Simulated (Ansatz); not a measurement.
# Al6Fe5Co: the cost of one run

Computed with Ansatz 0.2.0 (DFT PBE, scalar-relativistic, plane waves, PAW, unless a step names another level, unless a step's input says otherwise).

1 further run of the same task is left out (it didn't finish). Runs told in other sessions of the task aren't counted.

## Step 1: The structure to begin with

Symmetry: P4/mmm, No. 123, tetragonal system. Conventional cell: a = 2.869 Å, b = 2.869 Å, c = 17.236 Å, α = 90.00°, β = 90.00°, γ = 90.00°. Al (site symmetry 4mm) has 8 Fe at 2.49 Å in its first shell of neighbours. Around Al (site symmetry 4mm) lie 8 Fe at 2.48 to 2.49 Å. Around Al (site symmetry 4mm) lie 4 Fe at 2.48 Å and 4 Co at 2.49 Å. Co (site symmetry 4/mmm) has 8 Al at 2.49 Å in its first shell of neighbours. Fe (site symmetry 4/mmm) is surrounded by 8 Al at 2.49 Å. Fe (site symmetry 4mm) is surrounded by 8 Al at 2.49 Å. Fe (site symmetry 4mm) has 8 Al at 2.48 Å in its first shell of neighbours.

Coordinates:

```cif
data_structure
_symmetry_space_group_name_H-M 'P4/mmm'
_symmetry_Int_Tables_number 123
_cell_length_a 2.8689
_cell_length_b 2.8689
_cell_length_c 17.2363
_cell_angle_alpha 90.000
_cell_angle_beta 90.000
_cell_angle_gamma 90.000
_cell_volume 141.87
loop_
_atom_site_label
_atom_site_type_symbol
_atom_site_symmetry_multiplicity
_atom_site_Wyckoff_symbol
_atom_site_fract_x
_atom_site_fract_y
_atom_site_fract_z
_atom_site_occupancy
Al1 Al 2 g 0.00000 0.00000 0.58351 1
Al2 Al 2 g 0.00000 0.00000 0.24935 1
Al3 Al 2 g 0.00000 0.00000 0.08333 1
Co1 Co 1 c 0.50000 0.50000 0.00000 1
Fe1 Fe 1 d 0.50000 0.50000 0.50000 1
Fe2 Fe 2 h 0.50000 0.50000 0.33281 1
Fe3 Fe 2 h 0.50000 0.50000 0.16645 1
```

The cell was relaxed beforehand at this level, from a generated guess; it needn't be the stable form of this composition. At a tolerance of 0.05 Å it has space group P4/mmm (No. 123); it has 11.82 Å³/atom, an uncorrected energy of -0.36 eV/atom over the elements.

## Step 2: Electronic structure at the relaxed geometry

input.yaml reads:

```yaml
crystal:
  lattice:
    - [2.8689299, 0.0, 0.0]
    - [0.0, 2.8689299, 0.0]
    - [0.0, 0.0, 17.2362821]
  atoms:
    - { symbol: Al, position: [0.0, 0.0, 0.583509] }
    - { symbol: Al, position: [0.0, 0.0, 0.416491] }
    - { symbol: Al, position: [0.0, 0.0, 0.249354] }
    - { symbol: Al, position: [0.0, 0.0, 0.083332] }
    - { symbol: Al, position: [0.0, 0.0, 0.916668] }
    - { symbol: Al, position: [0.0, 0.0, 0.750646] }
    - { symbol: Co, position: [0.5, 0.5, 0.0] }
    - { symbol: Fe, position: [0.5, 0.5, 0.5], spin: 0.76 }
    - { symbol: Fe, position: [0.5, 0.5, 0.332806], spin: 0.8 }
    - { symbol: Fe, position: [0.5, 0.5, 0.166453], spin: 0.71 }
    - { symbol: Fe, position: [0.5, 0.5, 0.833547], spin: 0.71 }
    - { symbol: Fe, position: [0.5, 0.5, 0.667194], spin: 0.8 }
basis:
  ecutwfc: 420
kpoints:
  mp_grid: { grid: [14, 14, 4] }
  band_path:
    path:
      - [[0.0, 0.0, 0.0], [0.0, 0.5, 0.0], [0.5, 0.5, 0.0], [0.0, 0.0, 0.0], [0.0, 0.0, 0.5], [0.0, 0.5, 0.5], [0.5, 0.5, 0.5], [0.0, 0.0, 0.5]]
      - [[0.0, 0.5, 0.0], [0.0, 0.5, 0.5]]
      - [[0.5, 0.5, 0.0], [0.5, 0.5, 0.5]]
    npoints: 10
hamiltonian:
  xc: pbe
scf:
  occupations: { method: gaussian, width: 0.1 }
  n_extra_bands: 30
output:
  forces: true
  stress: true
  eigenvalues: true
  populations: true
  dos: { projected: true, de: 0.02, nscf_kmesh: { grid: [17, 17, 5] } }
  bader: false
  write_density: true
  write_potential: true
  elf: true
  volumetric_format: npy
magnetization:
  spin_polarized: true
checkpoint:
  read: start.run
  write: ck
  compress: false
  write_wavefunctions: false
  write_every: 100000
```

Launch:

```sh
$ ansatz run input.yaml --threads 4 --pin off --max-ram 8192MiB --backend cpu --events-out ev --progress --plain --runs-dir out
```

Q: Estimate wall time and peak memory on 4 threads of Intel Xeon Platinum 8488C (Sapphire Rapids), shared host.

About 1.8 min, with a peak of 2 GiB.
